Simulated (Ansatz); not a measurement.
**K+ with SiH3F: structure and interaction energy**

An exercise on one series of results from a longer session: the logs are not shown, and one member is left open.

Method: PBE0-D4 structure, single points in def2-TZVPPD; program: Ansatz 0.2.0, Gaussian basis.

Levels: PBE-D4, revPBE-D4, BLYP-D4, r2SCAN-D4, B97M-V, PBE0-D4, B3LYP-D4, HSE06-D4, wB97X-V, wB97M-V, B2PLYP, Hartree-Fock, MP2, CCSD, CCSD(T). The reference is CCSD(T) extrapolated to the basis limit. For elements past Ar these valence bases correlate outer-core shells poorly and lack relativity, so that limit is rough.

Cores are frozen in the correlated methods. The outer core shell of Li, Na, Mg and K is correlated. B3LYP uses VWN-RPA correlation. B2PLYP carries no dispersion term here.

163 further runs of the same task are left out: 163 set aside as unsound or not needed.

## Where the work starts

The pair, from a GFN2-xTB docking trial: 6 atoms, charge 1, spin multiplicity 1.

Atoms are counted from 1 here; the program's logs count them from 0.

Bond lengths: Si2–F3 1.642 Å, Si2–H4 1.447 Å, Si2–H5 1.451 Å, Si2–H6 1.495 Å. Angles: F3–Si2–H4 105.7°, F3–Si2–H5 106.4°, F3–Si2–H6 94.7°, H4–Si2–H5 117.2°, H4–Si2–H6 115.3°, H5–Si2–H6 114.0°.

As a file:

```
K     0.0316   -0.0031   -3.4984
Si    0.0014   -0.0622    0.8355
F    -0.1377    1.0126   -0.3981
H    -1.2199    0.0621    1.6013
H     1.2457    0.2518    1.5134
H     0.0789   -1.2611   -0.0537
```

Atoms 1 to 1 are fragment A (K+), the rest fragment B (SiH3F).

The first run:

pre/in.yaml reads:

```yaml
crystal:
  periodic: [false, false, false]
  atoms:
    - {symbol: K, position_ang: [0.031600, -0.003100, -3.498400]}
    - {symbol: Si, position_ang: [0.001400, -0.062200, 0.835500]}
    - {symbol: F, position_ang: [-0.137700, 1.012600, -0.398100]}
    - {symbol: H, position_ang: [-1.219900, 0.062100, 1.601300]}
    - {symbol: H, position_ang: [1.245700, 0.251800, 1.513400]}
    - {symbol: H, position_ang: [0.078900, -1.261100, -0.053700]}
basis:
  gaussian: {orbitals: def2-SVP}
total_charge: 1
hamiltonian: {xc: pbe, dispersion: d4}
relax: {f_tol: 0.03, max_steps: 250}
```

Command:

```sh
ansatz run in.yaml --threads 2 --pin off --events-out ev --progress --plain --max-ram 5222MiB
```

Steps of the session up to this table: A first relaxation in a small basis; Relaxation at PBE0-D4; wB97X-V/def2-TZVPPD; wB97M-V/def2-TZVPPD; B2PLYP/def2-TZVPPD; B97M-V/def2-TZVPPD; CCSD(T)/def2-TZVPPD; MP2/def2-QZVPPD; Hartree-Fock/STO-3G; SPW92/def2-SVP; wB97M-V/def2-SVP; CCSD(T)/def2-SVP; Vibrations of the pair.

One table of the session follows, with a row left open; its other results are not shown here.

| method | interaction (kJ/mol) |
| --- | --- |
| PBE-D4 | -60.51 |
| revPBE-D4 | -56.15 |
| BLYP-D4 | -61.29 |
| r2SCAN-D4 | -60.64 |
| B97M-V | -59.44 |
| PBE0-D4 | -62.95 |
| B3LYP-D4 | -64.47 |
| HSE06-D4 | -62.91 |
| wB97X-V | -62.33 |
| wB97M-V | -61.94 |
| B2PLYP | -61.30 |
| Hartree-Fock | -61.71 |
| MP2 | ? |
| CCSD | -61.02 |
| CCSD(T) | -60.41 |
| CCSD(T)/CBS | -63.30 |

**Question.** Estimate the row for MP2.

The run gave: interaction (kJ/mol): -60.22. In the column «interaction (kJ/mol)» it lies between CCSD(T) (-60.41) and B97M-V (-59.44).

Among the levels timed on like hardware and quicker than the yardstick, those that no quicker one beats, quickest first: PBE-D4 (12 s, +2.78 kJ/mol); BLYP-D4 (15 s, +2.00 kJ/mol); PBE0-D4 (15 s, +0.34 kJ/mol).

PBE0-D4 reaches 0.34 kJ/mol from the reference in 15 s, where CCSD(T)/CBS took 3 min; the quickest level in the cost chart, PBE-D4, takes 12 s and misses by 2.78 kJ/mol.

Limits of these values: A lower arrangement may exist.
